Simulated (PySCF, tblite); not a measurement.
# C6H12BClO2: geometry, infrared bands and NMR shifts

Wanted: the infrared bands and NMR shifts of C6H12BClO2 (`OB(Cl)OCCC1CCC1`), by calculation.

Computed with tblite 0.8.0 and PySCF 2.14.0, with density-fitted response routines of our own, on a single molecule in the gas phase. Atoms count from 0, in the outputs and in this text.

## (1) Starting geometry

22 atoms, charge 0, multiplicity 1; geometry from: force field or distance geometry start.

Bonds of the start (Å): O0–B1 1.49, B1–Cl2 1.86, B1–O3 1.48, O3–C4 1.41, C4–C5 1.50, C5–C6 1.49, C6–C7 1.51, C7–C8 1.52, C8–C9 1.52, C9–C6 1.53, O0–H10 0.98, C4–H11 1.10, C4–H12 1.11, C5–H13 1.13, C5–H14 1.13, C6–H15 1.10, C7–H16 1.11, C7–H17 1.09, C8–H18 1.11, C8–H19 1.10, C9–H20 1.09, C9–H21 1.10.

## (2) Relaxing the molecule with GFN2-xTB

Job settings and geometry (Å):

```
{"job": {"kind": "relax", "xc": "GFN2-xTB", "basis": "xTB"}, "charge": 0, "multiplicity": 1}
O      3.458700    -0.645900     1.520400
B      3.180600     0.762800     1.112900
Cl     4.649600     1.900000     1.113300
O      1.959300     1.051900     0.334400
C      1.494900    -0.218500    -0.065300
C      0.243900    -0.147000    -0.888300
C     -0.938200     0.472600    -0.217400
C     -2.126700     0.479000    -1.152600
C     -3.022100    -0.159300    -0.107300
C     -1.731800    -0.550600     0.602400
H      4.418500    -0.782200     1.348900
H      1.447300    -0.896400     0.795500
H      2.293200    -0.623000    -0.725100
H     -0.012300    -1.207200    -1.170500
H      0.394900     0.374200    -1.877400
H     -0.791200     1.391500     0.378000
H     -1.956000    -0.223700    -1.991800
H     -2.445100     1.454000    -1.517200
H     -3.626900    -1.028400    -0.447600
H     -3.598100     0.528500     0.522700
H     -1.801800    -0.319200     1.669800
H     -1.501000    -1.593900     0.360600
```

The run is started by

```bash
> OMP_NUM_THREADS=1 python probes_run.py task.json out
```

This one command runs all jobs of the session in turn.

**Question.** This job is followed by: GFN2-xTB harmonic vibrations, gas phase; GIAO PBE0/pcSseg-1 NMR shielding, non-relativistic, gas phase. What will the session give for the following? strongest single infrared mode (GFN2-xTB); zero-point energy (GFN2-xTB); ¹³C shifts against TMS (PBE0/pcSseg-1, means over atoms taken as alike); ¹H shifts against TMS (PBE0/pcSseg-1, means over atoms taken as alike); ¹⁷O shifts against H2O (PBE0/pcSseg-1); ¹¹B shifts against BF3·OEt2 (PBE0/pcSseg-1); ³⁵Cl shifts against HCl (PBE0/pcSseg-1); surface potential, 1st and 99th percentile.

**Answer**, as computed:

| quantity | value |
| --- | --- |
| strongest single infrared mode (GFN2-xTB) | 1364 cm⁻¹, 315 km/mol |
| zero-point energy (GFN2-xTB) | 112.6 kcal/mol |
| ¹³C shifts against TMS (PBE0/pcSseg-1, means over atoms taken as alike) | 65.2, 44.3, 29.5, 26.9, 16.2 ppm |
| ¹H shifts against TMS (PBE0/pcSseg-1, means over atoms taken as alike) | 4.36, 4.05, 2.88, 2.28, 2.06, 1.91, 1.60, 1.57 ppm |
| ¹⁷O shifts against H2O (PBE0/pcSseg-1) | 127.3, 122.5 ppm |
| ¹¹B shifts against BF3·OEt2 (PBE0/pcSseg-1) | 21.5 ppm |
| ³⁵Cl shifts against HCl (PBE0/pcSseg-1) | 66 ppm |
| surface potential, 1st and 99th percentile | -1.06 V and 2.37 V |

In words: Relaxing lowered the energy by 1.820 eV in 93 steps; the close pair that moved most is B1–O3, from 1.477 to 1.331 Å. The lowest mode is slightly imaginary (18i cm⁻¹), a soft motion within the noise of the Hessian, so the minimum is not strictly shown. The strongest single mode, at 1364 cm⁻¹, is spread over several atoms, B1, O3, H11 among them. GFN2-xTB is a fitted tight-binding method: band positions and strengths are rough. Its intensities can rank the bands wrongly. The most deshielded carbon is C4 (sp3 CH2 bonded to O), at 65.2 ppm: deshielded by the electronegative neighbour. At PBE0/pcSseg-1: Shielding is most anisotropic at Cl2 (span 296 ppm, paramagnetic term -264 ppm).
